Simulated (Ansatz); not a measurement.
# H₄InOSSi radical: one species, many methods

The task here is to estimate one member of a computed series from the others.

Method: functionals in def2-TZVPP, the program's frozen cores in correlated methods; program: Ansatz 0.2.0, Gaussian basis.

Levels to be run: PBE-D4, r2SCAN-D4, PBE0-D4, B3LYP-D4, ωB97X-V, ωB97M-V, B2PLYP; CCSD(T)/def2-TZVPP; MP2/def2-QZVPP; extrapolation to the limit.

**The geometry**

All runs share one geometry, relaxed beforehand with PBE0-D4 in a triple-zeta def2 set. In takes the def2 core potential; no spin-orbit term is included.

SMILES `[SiH3][O][In][SH]`, 8 atoms, charge 0, spin multiplicity 2.

Atoms are counted from 1 here; the program's logs count them from 0.

Bond lengths: Si1–O2 1.628 Å, Si1–H5 1.493 Å, Si1–H6 1.488 Å, Si1–H7 1.492 Å, O2–In3 2.002 Å, In3–S4 2.428 Å, S4–H8 1.347 Å. Angles: O2–Si1–H5 111.8°, O2–Si1–H6 109.3°, O2–Si1–H7 111.7°, H5–Si1–H6 108.3°, H5–Si1–H7 107.3°, H6–Si1–H7 108.4°, Si1–O2–In3 140.2°, O2–In3–S4 110.8°, In3–S4–H8 89.2°.

As a file:

```
Si   -0.7151   -0.9138    1.1532
O     0.0198   -0.0288    0.0008
In   -0.2277    1.6736   -1.0232
S     1.6120    2.0252   -2.5686
H    -2.1560   -1.1458    0.8393
H    -0.0415   -2.2362    1.2610
H    -0.6531   -0.2443    2.4850
H     2.1617    0.8701   -2.1475
```

The first run:

in.yaml reads:

```yaml
crystal:
  periodic: [false, false, false]
  atoms:
    - {symbol: Si, position_ang: [-0.715124, -0.913772, 1.153179]}
    - {symbol: O, position_ang: [0.019798, -0.028819, 0.000837]}
    - {symbol: In, position_ang: [-0.227734, 1.673578, -1.023151]}
    - {symbol: S, position_ang: [1.612018, 2.025230, -2.568576]}
    - {symbol: H, position_ang: [-2.155985, -1.145771, 0.839297]}
    - {symbol: H, position_ang: [-0.041500, -2.236210, 1.260966]}
    - {symbol: H, position_ang: [-0.653144, -0.244311, 2.484977]}
    - {symbol: H, position_ang: [2.161670, 0.870076, -2.147529]}
basis:
  gaussian: {orbitals: def2-TZVPP}
magnetization: {spin_polarized: true, initial_magnetization: 1}
hamiltonian: {xc: pbe, dispersion: d4}
output: {forces: true, orbitals: {seedname: orbitals}}
```

Started as:

```bash
> ansatz run in.yaml --threads 2 --pin off --events-out ev --progress --plain --max-ram 22528MiB --backend cpu
```

Among the steps run: PBE-D4 (GGA); r2SCAN-D4 (meta-GGA); PBE0-D4 (hybrid); B3LYP-D4 (hybrid); ωB97X-V (range-separated); ωB97M-V (range-separated); B2PLYP (double hybrid); CCSD(T) in def2-TZVPP; MP2 in def2-QZVPP.

One table of the session follows, with a row left open; its other results are not shown here.

It belongs to the step «Atomisation energies». 

```
            method  atomisation energy (kJ/mol)
            PBE-D4                       2339.5
         r2SCAN-D4                       2351.8
           PBE0-D4                       2299.1
          B3LYP-D4                       2320.3
           ωB97X-V                       2354.8
           ωB97M-V                       2342.6
            B2PLYP                       2295.9
     HF/def2-TZVPP                       1669.3
    MP2/def2-TZVPP                       2296.9
   CCSD/def2-TZVPP                       2233.8
CCSD(T)/def2-TZVPP                       2273.3
           MP2/CBS                            ?
       CCSD(T)/CBS                       2351.3
```

**Question.** Estimate the row for MP2/CBS.

**Answer.** atomisation energy (kJ/mol): 2374.9. In the column «atomisation energy (kJ/mol)» it is the highest.
